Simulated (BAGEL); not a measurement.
**BH2ClO2 (SMILES OB(O)Cl): B3LYP/6-31G(d) (density fitting with qzvpp-jkfit, spherical functions)**

What is the energy change on altering one bond length of BH2ClO2 at B3LYP/6-31G* (density fitting with qzvpp-jkfit, spherical functions)? 

Program for the calculation: BAGEL 1.2.2.

1 further run of the same task is left out (set aside as unsound or not needed).

### 1 The molecule

BH2ClO2 has 6 atoms, charge 0, and is taken as a singlet. As SMILES, `OB(O)Cl`. Geometry: relaxed at PBE0-D4/def2-TZVP. This is one conformer, not always the lowest.

Bond lengths: O1–B2 1.357 Å, B2–O3 1.349 Å, B2–Cl4 1.771 Å, O1–H5 0.960 Å, O3–H6 0.962 Å. Angles: O1–B2–O3 121.0°, O1–B2–Cl4 120.9°, O3–B2–Cl4 118.0°, B2–O1–H5 113.5°, B2–O3–H6 112.0°.

### 2 A single-point energy at B3LYP/6-31G(d) (density fitting with qzvpp-jkfit, spherical functions)

File input.json:

```json
{ "bagel": [

{
  "title": "molecule",
  "basis": "6-31gs.json",
  "df_basis": "qzvpp-jkfit",
  "angstrom": "true",
  "geometry": [
    { "atom": "O", "xyz": [       0.157800,       1.025400,      -0.442100 ] },
    { "atom": "B", "xyz": [      -0.128000,      -0.227600,      -0.007300 ] },
    { "atom": "O", "xyz": [       0.609200,      -0.813900,       0.958100 ] },
    { "atom": "Cl", "xyz": [      -1.481400,      -1.141400,      -0.691700 ] },
    { "atom": "H", "xyz": [      -0.434400,       1.336500,      -1.130000 ] },
    { "atom": "H", "xyz": [       1.319000,      -0.243000,       1.267000 ] }
  ]
},

{
  "title": "ks",
  "xc_func": "b3lyp"
},

{
  "title": "print",
  "file": "orbitals.molden",
  "orbitals": "true"
}

]}
```

The basis set 6-31G* is read from a file made from the Basis Set Exchange's data (not shown).

Started as:

```
$ BAGEL_NUM_THREADS=1 BAGEL input.json > input.out
```

What it wrote:

```text
* using 1 threads per process

  ===============================================================
  ===============================================================

  *** Geometry ***

  { "atom" : "O", "xyz" : [      0.298199,      1.937725,     -0.835448 ] },
  { "atom" : "B", "xyz" : [     -0.241885,     -0.430102,     -0.013795 ] },
  { "atom" : "O", "xyz" : [      1.151221,     -1.538048,      1.810547 ] },
  { "atom" : "Cl", "xyz" : [     -2.799440,     -2.156933,     -1.307124 ] },
  { "atom" : "H", "xyz" : [     -0.820897,      2.525619,     -2.135391 ] },
  { "atom" : "H", "xyz" : [      2.492549,     -0.459203,      2.394283 ] },

  Number of auxiliary basis functions:      393

  Since a DF basis is specified, we compute 2- and 3-index integrals:
    o Being stored without compression. Storage requirement is 0.013 GB

  Number of basis functions:       64
  Number of electrons      :       40

    * METHOD: MOLECULE                             0.11

  *** Kohn-Sham DFT ***

    * Removing 10587 points whose weight is below 1.00e-10
    * Grid points: 78849

  === Nuclear Repulsion ===
   144.9028822971

       - DIIS with orbital gradients will be used.

  === KS iteration (b3lyp / 6-31gs.json) ===
      0       -618.40710485          0.14853031           0.17
      1       -617.63581398          0.13697464           0.16
      2       -563.49997181          0.25868979           0.16
      3       -633.69743958          0.09481996           0.16
      4       -636.06178245          0.05084146           0.16
      5       -636.74073161          0.01237978           0.16
      6       -636.82036028          0.00666791           0.16
      7       -636.83470269          0.00116355           0.16
      8       -636.83545634          0.00018213           0.16
      9       -636.83547006          0.00009589           0.16
     10       -636.83547252          0.00004403           0.16
     11       -636.83547301          0.00000972           0.16
     12       -636.83547304          0.00000140           0.16
     13       -636.83547304          0.00000063           0.16
     14       -636.83547304          0.00000018           0.15
     15       -636.83547304          0.00000006           0.15
     16       -636.83547304          0.00000002           0.15
     17       -636.83547304          0.00000001           0.16
     18       -636.83547304          0.00000000           0.15
    * SCF iteration converged.

    * Permanent dipole moment:
           (   -0.391348,    -0.803832,     0.096933) a.u.

    * METHOD: KS                                   3.24

    * METHOD: PRINT                                0.01

  ===============================================================
```

Run time: 3.6 s. Hardware: 1 thread of Arm Neoverse V2, shared host; peak memory 0.27 GiB.

### 3 The distorted shape at the same level

File job.json:

```json
{ "bagel" : [

{
  "title" : "molecule",
  "basis" : "6-31gs.json",
  "df_basis" : "qzvpp-jkfit",
  "angstrom" : true,
  "geometry" : [
    { "atom" : "O", "xyz" : [      -0.055133,       0.854136,      -0.534767 ] },
    { "atom" : "B", "xyz" : [      -0.340933,      -0.398864,      -0.099967 ] },
    { "atom" : "O", "xyz" : [       0.396267,      -0.985164,       0.865433 ] },
    { "atom" : "Cl", "xyz" : [      -1.694333,      -1.312664,      -0.784367 ] },
    { "atom" : "H", "xyz" : [      -0.647333,       1.165236,      -1.222667 ] },
    { "atom" : "H", "xyz" : [       1.319000,      -0.243000,       1.267000 ] }
  ]
},

{ "title" : "ks", "xc_func" : "b3lyp" },

{ "title" : "print", "file" : "orbitals.molden", "orbitals" : true }

]}
```

The basis set 6-31G* is read from a file made from the Basis Set Exchange's data (not shown).

Started as:

```
$ BAGEL_NUM_THREADS=1 BAGEL job.json > job.out
```

What it wrote:

```text
* using 1 threads per process

  ===============================================================
  ===============================================================

  *** Geometry ***

  { "atom" : "O", "xyz" : [     -0.104186,      1.614083,     -1.010563 ] },
  { "atom" : "B", "xyz" : [     -0.644270,     -0.753744,     -0.188910 ] },
  { "atom" : "O", "xyz" : [      0.748836,     -1.861690,      1.635431 ] },
  { "atom" : "Cl", "xyz" : [     -3.201825,     -2.480575,     -1.482239 ] },
  { "atom" : "H", "xyz" : [     -1.223282,      2.201977,     -2.310506 ] },
  { "atom" : "H", "xyz" : [      2.492549,     -0.459203,      2.394283 ] },

  Number of auxiliary basis functions:      393

  Since a DF basis is specified, we compute 2- and 3-index integrals:
    o Being stored without compression. Storage requirement is 0.013 GB

  Number of basis functions:       64
  Number of electrons      :       40

    * METHOD: MOLECULE                             0.11

  *** Kohn-Sham DFT ***

    * Removing 10288 points whose weight is below 1.00e-10
    * Grid points: 79148

  === Nuclear Repulsion ===
   143.4948997317

       - DIIS with orbital gradients will be used.

  === KS iteration (b3lyp / 6-31gs.json) ===
      0       -618.24960465          0.14545164           0.17
      1       -617.73500823          0.13367783           0.16
      2       -563.99277008          0.25702522           0.16
      3       -633.59302509          0.09236746           0.16
      4       -635.94609801          0.05374574           0.15
      5       -636.67340032          0.01525851           0.16
      6       -636.76931744          0.01008461           0.15
      7       -636.78851552          0.00512137           0.16
      8       -636.79544048          0.00058586           0.16
      9       -636.79553256          0.00015474           0.16
     10       -636.79553905          0.00005166           0.16
     11       -636.79553982          0.00001443           0.16
     12       -636.79553989          0.00000343           0.15
     13       -636.79553990          0.00000051           0.16
     14       -636.79553990          0.00000033           0.16
     15       -636.79553990          0.00000007           0.15
     16       -636.79553990          0.00000002           0.16
     17       -636.79553990          0.00000001           0.16
     18       -636.79553990          0.00000000           0.16
    * SCF iteration converged.

    * Permanent dipole moment:
           (   -0.447821,    -0.841908,     0.068342) a.u.

    * METHOD: KS                                   3.23

    * METHOD: PRINT                                0.01

  ===============================================================
```

Run time: 3.6 s. Hardware: 1 thread of Arm Neoverse V2, shared host; peak memory 0.27 GiB.

### 4 Results

Level: B3LYP/6-31G* (density fitting with qzvpp-jkfit, spherical functions).

| quantity | value |
| --- | --- |
| first shape: total energy | -636.83547 Eh |
| first shape: dipole moment | 2.29 D |
| first shape: HOMO energy | -8.63 eV |
| first shape: LUMO energy | 1.30 eV |
| first shape: HOMO–LUMO gap | 9.93 eV |
| distorted shape: total energy | -636.79554 Eh |
| distorted shape: dipole moment | 2.43 D |
| distorted shape: HOMO energy | -8.62 eV |
| distorted shape: LUMO energy | -0.83 eV |
| distorted shape: HOMO–LUMO gap | 7.79 eV |
| energy change with the O3–H6 bond stretched from 0.962 to 1.250 Å | 1.087 eV |

What this shows: With the O3–H6 bond stretched from 0.962 to 1.250 Å the energy rises by 1.09 eV (25 kcal/mol). The first shape isn't relaxed at this level, so the change isn't measured from a minimum.
